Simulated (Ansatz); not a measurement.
Consider the interaction energy of a dimer with the counterpoise correction of ClH₄PSi, SMILES P[SiH2]Cl (Ansatz 0.2.0, Python API).

`run_dimer.py`:
```python
"""Interaction energy of two ClH4PSi molecules, with the counterpoise correction."""

import ansatz

FIRST = [
    ("P", (-1.4007, 0.1654, -0.2607)),
    ("Si", (0.6097, -0.0194, 0.4883)),
    ("Cl", (0.7834, -1.854, 1.3445)),
    ("H", (-1.2808, -0.7253, -1.3221)),
    ("H", (-1.2106, 1.3273, -1.1138)),
    ("H", (0.9063, 1.0387, 1.5048)),
    ("H", (1.593, 0.0672, -0.6412)),
]
SECOND = [
    ("P", (0.9862, 3.9164, 1.1448)),
    ("Si", (1.4919, 6.0095, 1.1459)),
    ("Cl", (3.1733, 6.239, 0.0283)),
    ("H", (0.5625, 3.8334, -0.1773)),
    ("H", (-0.3717, 4.0189, 1.6542)),
    ("H", (1.7426, 6.5033, 2.5366)),
    ("H", (0.3925, 6.8081, 0.5106)),
]

def energy(atoms, ghosts=()):
    molecule = ansatz.Crystal.molecule()
    for symbol, xyz in atoms:
        molecule = molecule.atom(symbol, xyz)
    calc = (
        molecule.calculation()
        .basis(gaussian="cc-pVDZ")
        .functional("pbe0", dispersion="d3bj")
    )
    deck = calc.input()
    if ghosts:
        deck = deck.set(ansatz.key.basis.gaussian.ghost_atoms, [{"symbol": s, "position_ang": list(xyz)} for s, xyz in ghosts])
    return ansatz.Session.from_dict(deck).plan().execute().report["free_energy_ev"]


def main() -> None:
    # monomers in their own basis and in the basis of the dimer
    both = energy(FIRST + SECOND)
    alone = energy(FIRST) + energy(SECOND)
    ghosted = energy(FIRST, SECOND) + energy(SECOND, FIRST)
    print(f"dimer {both:.6f} eV")
    print(f"interaction, uncorrected   {96.485332 * (both - alone):8.3f} kJ/mol")
    print(f"interaction, counterpoise  {96.485332 * (both - ghosted):8.3f} kJ/mol")
    print(f"basis-set superposition    {96.485332 * (alone - ghosted):8.3f} kJ/mol")


if __name__ == "__main__":
    main()
```

How large is the interaction at this pose, and how much of it is basis-set superposition?

Uncorrected it is -5.229 kJ/mol, with the counterpoise correction -4.117 kJ/mol; the difference, 1.11 kJ/mol, is the superposition error.

The output:

```console
$ python run_dimer.py
dimer -59489.042026 eV
interaction, uncorrected     -5.229 kJ/mol
interaction, counterpoise    -4.117 kJ/mol
basis-set superposition       1.112 kJ/mol
```

Caveats:
- Total energies depend on the basis set; only differences at equal settings carry meaning.
- The dimer is a generated trial pose of unrelaxed monomers, not a minimum, so the figure is no binding energy, and the basis set is small.
- Wall time of the script: 25 s on 1 thread of Arm Neoverse V1, with other jobs on the host, peak memory 0.48 GiB.
